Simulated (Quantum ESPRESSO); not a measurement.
**InRh2 in Quantum ESPRESSO: the effect of target pressure**

Crystal: InRh2.

```
In Rh
1.0
     0.00000    2.89070    2.89070
     2.89070    0.00000    2.89070
     2.89070    2.89070    0.00000
In Rh
1 2
Direct
  0.00000 0.00000 0.00000
  0.25000 0.25000 0.25000
  0.75000 0.75000 0.75000
```

The cell was built by a generator and needn't be a form met in nature.

Alike in all runs:

| Item | Value |
| --- | --- |
| Program | Quantum ESPRESSO 7.5 |
| Task | phonons |
| Functional | PBEsol |
| Potentials or basis | PseudoDojo 0.4.1 SR PBEsol standard |
| Cutoff | 1197 eV |
| Density cutoff | 4789 eV |
| k mesh | 7 × 7 × 7 |
| Occupations | cold, width 0.2 eV |
| Spin | no spin polarisation |

Each run relaxes the cell or the atoms first.

```tsv
target pressure	relaxed volume (Å³/atom)	highest phonon frequency (cm⁻¹)
0 GPa	?	?
10 GPa	17.19	260
25 GPa	16.11	291
50 GPa	14.88	332
```

Task: What does the run with target pressure 0 GPa give?

Result: Relaxed volume 18.20 Å³/atom; highest phonon frequency 235 cm⁻¹.

Worked out: A straight line through the other rows of the relaxed volume, of slope -0.0569 Å³/atom per GPa, extrapolates to 17.67 Å³/atom, against the run's 18.20. The fit is too stiff a form for this range. A straight line through the other rows of the highest phonon frequency, of slope 1.78 cm⁻¹ per GPa, extrapolates to 244 cm⁻¹, against the run's 235. The fit is too stiff a form for this range.

Caveats: the mesh is thin for the phonons of a metal; the cell is more than 3 GPa from zero pressure, which shifts response properties (some runs).
